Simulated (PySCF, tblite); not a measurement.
# C₄H₁₂Ge₂: geometry, infrared bands and NMR shifts

Wanted: the infrared bands and NMR shifts of C₄H₁₂Ge₂ (`[GeH3][CH2][GeH2][CH]1CC1`), by calculation.

The runs use tblite 0.8.0 and PySCF 2.14.0, with density-fitted response routines of our own; the level of theory stands in each step. All values are computed, except where a source is named. Atoms are numbered from 0 throughout.

### Step 1. The starting structure

18 atoms, charge 0, multiplicity 1; geometry from: force field or distance geometry start.

Bonds of the start (Å): Ge0–C1 1.93, C1–Ge2 1.96, Ge2–C3 1.96, C3–C4 1.51, C4–C5 1.51, C5–C3 1.51, Ge0–H6 1.56, Ge0–H7 1.56, Ge0–H8 1.55, C1–H9 1.10, C1–H10 1.12, Ge2–H11 1.55, Ge2–H12 1.54, C3–H13 1.11, C4–H14 1.11, C4–H15 1.11, C5–H16 1.12, C5–H17 1.11.

### Step 2. Optimising the geometry with GFN2-xTB

What the job is given:

```
{"job": {"kind": "relax", "xc": "GFN2-xTB", "basis": "xTB"}, "charge": 0, "multiplicity": 1}
Ge    -2.368600     0.174600    -0.645000
C     -1.482500    -1.463900    -0.140600
Ge     0.137900    -1.050800     0.884300
C      1.374200    -0.043800    -0.255400
C      1.230500     1.456100    -0.147800
C      2.392200     0.761400     0.524600
H     -3.699000    -0.162800    -1.379100
H     -2.677000     1.017700     0.629300
H     -1.455700     0.989100    -1.590600
H     -1.207000    -2.040800    -1.036600
H     -2.161000    -2.080200     0.496200
H     -0.255300    -0.209500     2.128200
H      0.797300    -2.363900     1.348900
H      1.724200    -0.442600    -1.229900
H      0.451900     1.840700     0.547500
H      1.506900     2.003300    -1.070000
H      2.314900     0.729800     1.637700
H      3.367500     0.891700     0.006700
```

Command:

```console
$ OMP_NUM_THREADS=1 python probes_run.py task.json out
```

This one command runs all jobs of the session in turn.

Standard output:

```text
step      E/eV     max force
  0    -502.41194    1.276
  1    -502.54632    0.932
  2    -502.67029    0.634
  3    -502.69502    0.442
  4    -502.72823    0.330
  5    -502.73716    0.361
  6    -502.74570    0.209
  7    -502.74988    0.153
  8    -502.75429    0.162
  9    -502.75673    0.094
 10    -502.75808    0.097
 11    -502.75927    0.085
 12    -502.76089    0.129
 13    -502.76252    0.120
 14    -502.76362    0.072
 15    -502.76419    0.045
 16    -502.76464    0.061
 17    -502.76523    0.093
 18    -502.76596    0.109
 19    -502.76671    0.078
 20    -502.76735    0.060
 21    -502.76793    0.057
 22    -502.76857    0.098
 23    -502.76927    0.101
 24    -502.76987    0.070
 25    -502.77025    0.046
 26    -502.77048    0.038
 27    -502.77065    0.047
 28    -502.77080    0.038
 29    -502.77095    0.038
 30    -502.77110    0.041
 31    -502.77127    0.044
 32    -502.77145    0.045
 33    -502.77160    0.027
 34    -502.77171    0.030
 35    -502.77180    0.030
 36    -502.77192    0.031
 37    -502.77205    0.032
 38    -502.77218    0.025
 39    -502.77226    0.021
 40    -502.77233    0.022
 41    -502.77240    0.021
 42    -502.77248    0.018
 43    -502.77254    0.014
 44    -502.77258    0.012
 45    -502.77260    0.013
 46    -502.77264    0.017
 47    -502.77268    0.018
 48    -502.77271    0.013
 49    -502.77273    0.012
 50    -502.77275    0.011
 51    -502.77278    0.013
 52    -502.77281    0.015
 53    -502.77285    0.013
 54    -502.77287    0.014
 55    -502.77289    0.014
 56    -502.77293    0.019
 57    -502.77298    0.024
 58    -502.77303    0.021
 59    -502.77307    0.015
 60    -502.77310    0.014
 61    -502.77313    0.017
 62    -502.77316    0.019
 63    -502.77320    0.017
 64    -502.77324    0.018
 65    -502.77329    0.019
 66    -502.77334    0.021
 67    -502.77339    0.019
 68    -502.77342    0.014
 69    -502.77345    0.014
 70    -502.77348    0.016
 71    -502.77351    0.019
 72    -502.77353    0.012
 73    -502.77354    0.011
 74    -502.77356    0.016
 75    -502.77359    0.017
 76    -502.77361    0.017
 77    -502.77363    0.009
```

It took 0.43 s on 1 thread of Arm Neoverse V2, shared host.

Relaxation path: (not every step is listed)

```csv
step,energy from step 0 (eV),largest force (eV/Å)
0,0.0000,1.2757
1,-0.1344,0.9318
2,-0.2584,0.6343
3,-0.2831,0.4421
4,-0.3163,0.3305
5,-0.3252,0.3609
6,-0.3338,0.2086
7,-0.3379,0.1534
8,-0.3424,0.1622
14,-0.3517,0.0725
20,-0.3554,0.0604
26,-0.3585,0.0375
32,-0.3595,0.0454
38,-0.3602,0.0249
44,-0.3606,0.0122
50,-0.3608,0.0112
56,-0.3610,0.0188
62,-0.3612,0.0194
68,-0.3615,0.0144
72,-0.3616,0.0121
73,-0.3616,0.0110
74,-0.3616,0.0159
75,-0.3616,0.0166
76,-0.3617,0.0171
77,-0.3617,0.0093
```

Close pairs (by a distance rule), those that changed most:

| bond | before (Å) | after (Å) | change (Å) |
| --- | --- | --- | --- |
| Ge0–H7 | 1.559 | 1.494 | -0.064 |
| Ge0–H6 | 1.557 | 1.500 | -0.056 |
| Ge0–H8 | 1.546 | 1.493 | -0.053 |
| Ge2–H11 | 1.552 | 1.506 | -0.046 |
| C5–H16 | 1.116 | 1.081 | -0.035 |
| Ge0–C1 | 1.930 | 1.962 | +0.032 |
| C5–H17 | 1.112 | 1.080 | -0.032 |
| C4–H14 | 1.112 | 1.082 | -0.030 |

The end geometry stands in the next job.

### Step 3. Harmonic vibrations with GFN2-xTB

What the job is given:

```
{"job": {"kind": "ir", "xc": "GFN2-xTB", "basis": "xTB"}, "charge": 0, "multiplicity": 1}
Ge    -2.423894     0.188806    -0.674517
C     -1.510766    -1.457492    -0.123173
Ge     0.169831    -1.120959     0.858862
C      1.430319    -0.039926    -0.170998
C      1.269284     1.452719    -0.162779
C      2.421357     0.829255     0.547719
H     -3.737791    -0.132681    -1.323450
H     -2.709174     1.077489     0.492694
H     -1.618177     0.975481    -1.655391
H     -1.299983    -2.061559    -1.005765
H     -2.177787    -2.041317     0.511365
H     -0.124621    -0.388880     2.142049
H      0.779850    -2.447793     1.257008
H      1.770460    -0.473074    -1.104849
H      0.475333     1.875496     0.438946
H      1.459793     2.000371    -1.074416
H      2.407689     0.828187     1.628954
H      3.409520     0.942195     0.126105
```

Standard output:

```text
mode    cm-1     km/mol
  1      33.4      0.00
  2      40.3      0.48
  3      91.6      0.20
  4     114.0      0.37
  5     141.7      0.09
  6     212.9      1.06
  7     265.7      4.49
  8     395.6     35.48
  9     448.0     22.37
 10     451.8      8.95
 11     527.5     13.43
 12     571.0     54.20
 13     629.5     79.73
 14     649.2    266.66
 15     685.1     94.52
 16     723.8    319.97
 17     785.6    415.70
 18     811.1      3.56
 19     830.7     72.17
 20     840.8     47.51
 21     862.2    104.00
 22     864.3    115.06
 23     960.2      2.22
 24     988.6     19.90
 25     992.6      2.41
 26    1015.1     22.00
 27    1063.0      1.68
 28    1071.0      1.17
 29    1084.0     55.80
 30    1104.8      0.56
 31    1155.0      0.10
 32    1227.1      2.33
 33    1325.4      6.13
 34    1418.5      0.07
 35    1439.5      0.03
 36    1482.9      0.66
 37    1897.9    394.65
 38    1970.4    223.05
 39    1980.1    428.53
 40    2054.6    498.62
 41    2078.2    475.91
 42    2952.4     38.45
 43    2960.5     19.82
 44    3012.9     35.68
 45    3048.8     23.76
 46    3062.2     20.37
 47    3074.8     24.07
 48    3087.8     70.96
```

Wall time 0.57 s (1 thread of Arm Neoverse V2, shared host).

The strongest bands and the atoms that carry them (share of the mass-weighted mode):

| cm⁻¹ | km/mol | atoms |
| --- | --- | --- |
| 649 | 266.7 | C1 50 %, H12 14 % |
| 724 | 320.0 | H11 31 %, C1 21 %, H10 13 %, H9 12 % |
| 786 | 415.7 | H6 30 %, H7 30 %, H8 27 % |
| 1898 | 394.6 | H12 80 %, H11 19 % |
| 1970 | 223.1 | H6 59 %, H7 22 %, H8 18 % |
| 1980 | 428.5 | H11 78 %, H12 19 % |
| 2055 | 498.6 | H7 39 %, H6 39 %, H8 20 % |
| 2078 | 475.9 | H8 60 %, H7 37 % |

### Step 4. Nuclear shieldings: PBE0/pcSseg-1

The job, as its differences from that of step 3:

```diff
@@ -1,2 +1,2 @@
-{"job": {"kind": "ir", "xc": "GFN2-xTB", "basis": "xTB"}, "charge": 0, "multiplicity": 1}
+{"job": {"kind": "nmr", "xc": "PBE0", "basis": "pcSseg-1"}, "charge": 0, "multiplicity": 1}
 Ge    -2.423894     0.188806    -0.674517
```

With the program's defaults for keys left out, this is: GIAO PBE0/pcSseg-1 NMR shielding, non-relativistic, gas phase.

Standard output:

```text
coarse grid: 65216 points
cycle   1  E = -4312.3192838619  dE = -8.342e-01  |g| = 1.228e+00  |ddm| = 3.892e+00
cycle   2  E = -4312.2687376021  dE =  5.055e-02  |g| = 1.247e+00  |ddm| = 1.185e+00
cycle   3  E = -4312.4276138754  dE = -1.589e-01  |g| = 1.252e-01  |ddm| = 7.752e-01
cycle   4  E = -4312.4302541263  dE = -2.640e-03  |g| = 4.498e-02  |ddm| = 1.322e-01
cycle   5  E = -4312.4307363910  dE = -4.823e-04  |g| = 6.205e-03  |ddm| = 4.312e-02
cycle   6  E = -4312.4307447423  dE = -8.351e-06  |g| = 1.949e-03  |ddm| = 7.935e-03
final grid: 135376 points
cycle   7  E = -4312.4307508796  dE =  5.364e-07  |g| = 2.476e-03  |ddm| = 4.316e-03
cycle   8  E = -4312.4307496122  dE =  1.267e-06  |g| = 3.349e-03  |ddm| = 5.196e-03
cycle   9  E = -4312.4307524507  dE = -2.838e-06  |g| = 2.053e-04  |ddm| = 2.971e-03
cycle  10  E = -4312.4307524607  dE = -1.000e-08  |g| = 3.686e-05  |ddm| = 2.211e-04
cycle  11  E = -4312.4307524609  dE = -2.974e-10  |g| = 2.821e-06  |ddm| = 2.906e-05
converged SCF energy = -4312.4307524609

GIAO shielding tensors (ppm)
atom      isotropic    diamagn.    paramagn.     s11        s22        s33       span
  0 Ge    1559.470    2756.162   -1196.693   1488.106   1505.765   1684.537    196.431
  1 C      196.708     255.069     -58.361    189.665    195.729    204.731     15.067
  2 Ge    1421.028    2755.267   -1334.239   1316.769   1395.078   1551.238    234.469
  3 C      189.974     252.127     -62.154    159.892    182.468    227.561     67.669
  4 C      181.614     249.520     -67.906    151.350    176.942    216.550     65.200
  5 C      183.428     256.106     -72.678    154.476    177.317    218.492     64.015
  6 H       27.927      28.831      -0.903     20.686     22.142     40.954     20.268
  7 H       28.223      29.899      -1.676     21.400     24.010     39.260     17.860
  8 H       27.973      30.717      -2.744     20.349     25.214     38.356     18.007
  9 H       31.494      31.661      -0.167     25.552     29.038     39.890     14.338
 10 H       31.665      30.289       1.376     24.565     28.961     41.470     16.905
 11 H       28.517      30.759      -2.243     22.319     24.071     39.160     16.841
 12 H       27.151      29.476      -2.325     19.657     22.253     39.542     19.885
 13 H       31.805      32.667      -0.862     24.335     28.254     42.826     18.491
 14 H       31.443      32.124      -0.681     25.751     29.513     39.065     13.313
 15 H       30.964      30.698       0.266     25.312     26.267     41.314     16.002
 16 H       31.499      31.957      -0.458     24.438     29.675     40.384     15.946
 17 H       31.024      30.528       0.495     24.674     26.293     42.105     17.432
```

It took 51 s on 1 thread of Arm Neoverse V2, shared host; peak memory 0.94 GiB.

The references, computed at this level on geometries of the same kind, shield at (ppm): 1H TMS 31.72, 13C TMS 186.9, 73Ge GeMe4 1331. Their shielding less the atom's gives the shift. The references are single molecules in the gas phase. Atoms listed in one row are averaged.

| atoms | environment | σ (ppm) | δ (ppm) |
| --- | --- | --- | --- |
| C4, C5 | three-membered-ring carbon | 182.5 | 4.4 |
| C3 | three-membered-ring carbon | 190.0 | -3.0 |
| C1 | sp3 CH2 bonded to 2 Ge | 196.7 | -9.8 |
| H11, H12 | hydrogen on a germanium bonded to 2 C | 27.83 | 3.88 |
| H6, H7, H8 | hydrogen on a germanium bonded to C | 28.04 | 3.68 |
| H15, H17 | hydrogen on a three-membered-ring carbon | 30.99 | 0.72 |
| H14, H16 | hydrogen on a three-membered-ring carbon | 31.47 | 0.25 |
| H9, H10 | hydrogen on an sp3 CH2 bonded to 2 Ge | 31.58 | 0.14 |
| H13 | hydrogen on a three-membered-ring carbon | 31.80 | -0.09 |
| Ge2 | germanium bonded to 2 C, 2 H | 1421 | -90 |
| Ge0 | germanium bonded to C, 3 H | 1559 | -229 |

The run also stored atomic charges by several schemes (e):

```
 atoms  Mulliken    IAO  Hirshfeld  ESP fit
   Ge0      0.24   0.48       0.30     0.37
    C1     -0.76  -0.75      -0.23    -0.49
   Ge2      0.52   0.64       0.34     0.29
    C3     -0.55  -0.38      -0.13    -0.13
C4, C5     -0.19  -0.28      -0.09    -0.31
```

Mayer bond orders: Ge0–C1 0.93, C1–Ge2 0.93, Ge2–C3 0.88, C3–C4 0.93, C4–C5 0.98, C5–C3 0.94.

Ring of atoms C3, C4, C5: NICS(0) -44.8, NICS(1) -8.6, NICS(1)zz -23.2 ppm (means of both faces).

In rings of three or four atoms NICS is ruled by the nearby σ bonds, so it says little on aromaticity.

The fields below are evaluated on a grid from the run's orbitals.

Frontier orbitals at PBE0/pcSseg-1, with the share of their density that lies nearest to each atom:

```csv
orbital,energy (eV),lies on
HOMO,-8.00,"C3, C5 about 18 % each; C1 14 %; Ge2 11 %"
LUMO,0.88,"H9, H10 about 13 % each; C1 10 %; H6, H7, H8 about 9 % each"
```

ELF in a plane through or near 7 of the atoms.

Values, 10 rows by 14 columns:
```
0.00 0.00 0.00 0.00 0.00 0.00 0.00 0.00 0.00 0.00 0.00 0.00 0.00 0.00
0.00 0.00 0.00 0.00 0.00 0.00 0.38 0.40 0.01 0.00 0.00 0.00 0.00 0.00
0.00 0.00 0.00 0.00 0.00 0.52 1.00 1.00 0.13 0.02 0.02 0.00 0.00 0.00
0.00 0.00 0.00 0.01 0.02 0.07 0.33 0.25 0.42 0.92 0.99 0.04 0.00 0.00
0.00 0.00 0.07 0.34 0.60 0.63 0.62 0.24 0.87 0.52 0.52 0.01 0.00 0.00
0.00 0.00 0.63 0.94 0.36 0.58 0.58 0.07 0.35 0.19 0.30 0.72 0.34 0.00
0.00 0.00 0.02 0.12 0.53 0.33 0.58 0.02 0.63 0.60 0.23 1.00 0.96 0.00
0.00 0.00 0.00 0.01 0.31 0.72 0.07 0.02 0.90 0.48 0.12 0.56 0.06 0.00
0.00 0.00 0.00 0.00 0.00 0.00 0.00 0.00 0.02 0.01 0.00 0.00 0.00 0.00
0.00 0.00 0.00 0.00 0.00 0.00 0.00 0.00 0.00 0.00 0.00 0.00 0.00 0.00
```
The map spans 12.8 Å across and 10.9 Å up, centred on the molecule. Atoms in the plane (x, y in Å): Ge0 (2.3, -1.0), Ge2 (0.0, 1.4), C4 (-1.6, -1.1), C5 (-2.6, 0.0), H6 (3.8, -1.2), H10 (2.6, 1.6), H12 (-0.2, 2.8).

log10 of the density (e/Å³) in the same plane.

Ten even steps from ' ' (-4.0) to '@' (2.3):
```
                                                        
                        ........                        
                    ..::::::::::....                    
                  ..::--======--::::..                  
                ..::--==++**++==----::::::..            
              ....::--==++**++++========----..          
          ..::::----====++**##++++++++++++==::..        
      ..::::--========++**%%@@**********++==::..        
      ..----++++++++++******************++==::::..      
    ..::--==****%%********++++++++****++++==--::::..    
    ..::--++****%%******++++====++++****++++==--::..    
      ::--==++++****##**++==--==++**@@%%****++==--::    
      ..::--====++**%%**++==--==++**%%##****++==--::..  
        ..::----==++**++====--==++++++++++++====--::    
            ::----======--------========------::::..    
              ..::------::::::::--------::::::....      
                ..........  ......::::......            
                                                        
                                                        
                                                        
```
The map spans 12.8 Å across and 10.9 Å up, centred on the molecule. Atoms in the plane (x, y in Å): Ge0 (2.3, -1.0), Ge2 (0.0, 1.4), C4 (-1.6, -1.1), C5 (-2.6, 0.0), H6 (3.8, -1.2), H10 (2.6, 1.6), H12 (-0.2, 2.8).

On the surface of density 0.002 e/bohr³ the electrostatic potential runs, from the 1st to the 99th percentile, from -0.36 V near C5 to 0.80 V near H9.

### Step 5. Outcome

| quantity | value |
| --- | --- |
| strongest single infrared mode (GFN2-xTB) | 2055 cm⁻¹, 499 km/mol |
| zero-point energy (GFN2-xTB) | 83.6 kcal/mol |
| 13C shifts against TMS (PBE0/pcSseg-1, means over atoms taken as alike) | 4.4, -3.0, -9.8 ppm |
| 1H shifts against TMS (PBE0/pcSseg-1, means over atoms taken as alike) | 3.88, 3.68, 0.72, 0.25, 0.14, -0.09 ppm |
| 73Ge shifts against GeMe4 (PBE0/pcSseg-1) | -90, -229 ppm |
| surface potential, 1st and 99th percentile | -0.36 V and 0.80 V |

In words: Relaxing lowered the energy by 0.362 eV in 77 steps; the close pair that moved most is Ge0–H7, from 1.559 to 1.494 Å. No mode is imaginary among the 48: a minimum at this level. The strongest single mode, at 2055 cm⁻¹, moves mainly H7 and H6. GFN2-xTB is a fitted tight-binding method: band positions and strengths are rough. Its intensities can rank the bands wrongly. At PBE0/pcSseg-1: The largest span, 234 ppm, is at Ge2, where the paramagnetic term is -1334 ppm. Spin-orbit coupling is left out, which matters for shieldings and couplings at and beside the heavy atoms.
